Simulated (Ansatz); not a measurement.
# CH₄AlF₃O: basis-set convergence

The task here is to estimate one member of a computed series from the others.

Program: Ansatz 0.2.0, Gaussian basis. Level of theory: one geometry, several basis sets. These are calculated values, not measurements.

Plan: PBE0-D4/def2-SVP; ωB97M-V/def2-SVP; PBE0-D4/def2-QZVPP; ωB97M-V/def2-QZVPP; the functionals' def2-TZVPP values are taken from earlier runs.

### The relaxed structure

All runs share one geometry, relaxed beforehand with PBE0-D4 in a triple-zeta def2 set.

SMILES `C[OH+][Al-]([F])([F])[F]`, 10 atoms, charge 0, spin multiplicity 1.

Atoms are counted from 1 here; the program's logs count them from 0.

Bond lengths: C1–O2 1.440 Å, C1–H7 1.089 Å, C1–H8 1.090 Å, C1–H9 1.087 Å, O2–Al3 1.908 Å, O2–H10 0.963 Å, Al3–F4 1.656 Å, Al3–F5 1.654 Å, Al3–F6 1.649 Å. Angles: O2–C1–H7 109.0°, O2–C1–H8 110.2°, O2–C1–H9 106.2°, H7–C1–H8 111.5°, H7–C1–H9 109.8°, H8–C1–H9 110.0°, C1–O2–Al3 120.9°, C1–O2–H10 111.9°, Al3–O2–H10 113.3°, O2–Al3–F4 100.8°, O2–Al3–F5 96.7°, O2–Al3–F6 101.9°, F4–Al3–F5 116.7°, F4–Al3–F6 115.2°, F5–Al3–F6 119.6°.

Set-up of the first run:

The input, in.yaml:

```yaml
crystal:
  periodic: [false, false, false]
  atoms:
    - {symbol: C, position_ang: [0.342673, -1.127691, 0.766669]}
    - {symbol: O, position_ang: [0.707516, 0.034431, -0.002014]}
    - {symbol: Al, position_ang: [-0.625343, 1.224942, -0.670139]}
    - {symbol: F, position_ang: [-1.730621, 0.147112, -1.267963]}
    - {symbol: F, position_ang: [0.336761, 1.992519, -1.774751]}
    - {symbol: F, position_ang: [-1.088663, 2.020574, 0.698426]}
    - {symbol: H, position_ang: [1.236981, -1.543688, 1.228072]}
    - {symbol: H, position_ang: [-0.154833, -1.859000, 0.130321]}
    - {symbol: H, position_ang: [-0.340660, -0.778923, 1.537379]}
    - {symbol: H, position_ang: [1.399289, -0.161378, -0.642999]}
basis:
  gaussian: {orbitals: def2-SVP}
hamiltonian: {xc: pbe0, dispersion: d4}
output: {orbitals: {seedname: orbitals}}
```

Command:

```bash
$ ansatz run in.yaml --threads 4 --pin off --events-out ev --progress --plain --max-ram 10444MiB
```

Steps of the session up to this table: PBE0-D4 in def2-SVP; ωB97M-V in def2-SVP; PBE0-D4 in def2-QZVPP; ωB97M-V in def2-QZVPP.

One of the session's tables, all rows but one given; the rest of the session is left out.

It belongs to the step «Functionals by basis». 

```
functional       basis  HOMO (eV)
   PBE0-D4    def2-SVP     -10.07
   PBE0-D4  def2-TZVPP     -10.44
   PBE0-D4  def2-QZVPP     -10.51
   ωB97M-V    def2-SVP     -12.56
   ωB97M-V  def2-TZVPP     -12.98
   ωB97M-V  def2-QZVPP          ?
```

Q: Estimate the row for ωB97M-V, def2-QZVPP from the others.

As computed: HOMO (eV): -13.06. In the column «HOMO (eV)» it is the lowest.
